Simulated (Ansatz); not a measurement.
# NaAs (singlet): from Hartree-Fock to the top rungs at distance As1–Na2 = 2.967 Å, cc-pVDZ

One table from this session's results is given with a row withheld; the runs are named, their logs left out.

Program: Ansatz 0.2.0, Gaussian basis. Level of theory: cc-pVDZ, core rule «outside noble gas», up to 19 orbitals frozen. These are calculated values, not measurements.

To be run: UHF; CCSD(T) on RHF; CCSD(T) on UHF; BCCD(T) on RHF; CISD; CCSDT(Q) on RHF; CCSDT(Q) on UHF; CCSDTQ on RHF; CASSCF and MRCISD+Q, 2 electrons in 2 orbitals; CASSCF and NEVPT2, 2 electrons in 2 orbitals; Full CI.

69 further runs of the same task are left out: 50 for a known fault of the program, 12 that didn't finish, 7 set aside as unsound or not needed. Runs told in other sessions of the task aren't counted.

## The geometry

The geometry derives from a PBE0/def2-TZVP stationary point (not a proven minimum). One bond is set to the value named and the two fragments are kept rigid. No spin-orbit coupling is included. The filled d shell of As may be among the frozen orbitals whatever the setting's name suggests.

2 atoms, charge 0, spin multiplicity 1.

Atoms are counted from 1 here; the program's logs count them from 0.

Bond lengths: As1–Na2 2.967 Å.

The first run:

Input file in.yaml:

```yaml
crystal:
  periodic: [false, false, false]
  atoms:
    - {symbol: As, position_ang: [0.000000, 0.000000, 0.000000]}
    - {symbol: Na, position_ang: [0.000000, 0.000000, 2.967000]}
basis:
  gaussian: {orbitals: cc-pVDZ}
magnetization: {spin_polarized: true, initial_magnetization: 0}
hamiltonian: {xc: hf}
output: {orbitals: {seedname: orbitals}}
```

On the command line:

```console
ansatz run in.yaml --threads 1 --pin off --events-out ev --progress --plain --max-ram 2393MiB
```

Steps of the session up to this table: UHF; CCSD(T) on RHF; CCSD(T) on UHF; BCCD(T) on RHF; CISD; CCSDT(Q) on RHF; CCSDT(Q) on UHF; CCSDTQ on RHF; CASSCF and MRCISD+Q, 2 electrons in 2 orbitals; CASSCF and NEVPT2, 2 electrons in 2 orbitals; Full CI.

One table of the session follows, with a row left open; its other results are not shown here.

It belongs to the step «Misses and costs». 

| method | from FCI (kcal/mol) |
| --- | --- |
| RHF | +75.75 |
| RMP2 | +22.63 |
| CISD | +11.30 |
| RCCSD | +7.19 |
| RCCSD(T) | +4.11 |
| BCCD(T) | +4.14 |
| RCCSDT | +0.58 |
| RCCSDT(Q) | -0.14 |
| RCCSDTQ | ? |
| CASSCF pair | +63.29 |
| NEVPT2 pair | +11.42 |
| MRCISD pair | +4.24 |
| MRCISD+Q pair | -0.23 |
| FCI | 0 |

Estimate the missing values for RCCSDTQ.

**Answer.** from FCI (kcal/mol): +0.01. In the column «from FCI (kcal/mol)» it lies between FCI (0) and RCCSDT (+0.58).

Left out of the table: UHF, UMP2, UCCSD, UCCSD(T), UCCSDT, UCCSDT(Q) (another determinant or state than the rows shown). UCCSDT(Q) lies 1.11 eV below the table's zero, so the state tabled may not be the lowest.

To keep in mind: The report flags that the cluster equations may have other roots. The program flags RCCSDTQ as in doubt, so those rows may rest on another solution. RCCSDT(Q), MRCISD+Q pair fall below full CI, which methods that aren't variational can do.
